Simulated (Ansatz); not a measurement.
# HfNH+ (doublet): wave-function methods side by side, def2-SVP

The task here is to estimate one member of a computed series from the others.

Program: Ansatz 0.2.0, Gaussian basis. Level of theory: def2-SVP, core rule «outside noble gas», up to 5 orbitals frozen. These are calculated values, not measurements.

The runs, in order: UHF; CCSD(T) on ROHF; CCSD(T) on UHF; CISD; CCSDT(Q) on ROHF; CCSDT(Q) on UHF.

14 further runs of the same task are left out: 4 for a known fault of the program, 4 that didn't finish, 6 set aside as unsound or not needed.

## The geometry

The geometry is a PBE0/def2-TZVP stationary point (not a proven minimum). No spin-orbit coupling is included. Elements past krypton take def2 core potentials.

3 atoms, charge 1, spin multiplicity 2.

Atoms are counted from 1 here; the program's logs count them from 0.

Bond lengths: Hf1–N2 1.746 Å, N2–H3 1.015 Å. Angles: Hf1–N2–H3 180.0°.

The first run:

in.yaml

```yaml
crystal:
  periodic: [false, false, false]
  atoms:
    - {symbol: Hf, position_ang: [0.000000, 0.000000, 1.502073]}
    - {symbol: N, position_ang: [0.000000, 0.000000, -0.243730]}
    - {symbol: H, position_ang: [0.000000, 0.000000, -1.258344]}
basis:
  gaussian: {orbitals: def2-SVP}
total_charge: 1
magnetization: {spin_polarized: true, initial_magnetization: 1}
hamiltonian: {xc: hf}
output: {orbitals: {seedname: orbitals}}
```

Command:

```bash
ansatz run in.yaml --threads 1 --pin off --events-out ev --progress --plain --max-ram 2393MiB
```

Steps of the session up to this table: UHF; CCSD(T) on ROHF; CCSD(T) on UHF; CISD; CCSDT(Q) on ROHF; CCSDT(Q) on UHF.

One table of the session follows, with a row left open; its other results are not shown here.

It belongs to the step «Misses and costs». 

```
   method  from RCCSDT(Q) (kJ/mol)
     ROHF                   +679.1
      UHF                   +675.2
     RMP2                    +21.7
     UMP2                    +29.7
    RCCSD                    +38.3
    UCCSD                    +37.1
 RCCSD(T)                     +1.1
 UCCSD(T)                        ?
   RCCSDT                     +1.4
   UCCSDT                     +0.1
RCCSDT(Q)                        0
UCCSDT(Q)                     -2.9
```

**Question.** Estimate the row for UCCSD(T).

As computed: from RCCSDT(Q) (kJ/mol): +0.7. In the column «from RCCSDT(Q) (kJ/mol)» it lies between UCCSDT (+0.1) and RCCSD(T) (+1.1).

Not comparable, so not listed: CISD (they don't share determinant, frozen orbitals or solution with the rows shown, or repeat one).

To keep in mind: Restricted and unrestricted rows rest on different reference determinants; where their highest levels disagree by more than a few hundredths of an eV, they describe different states and don't form one ladder.
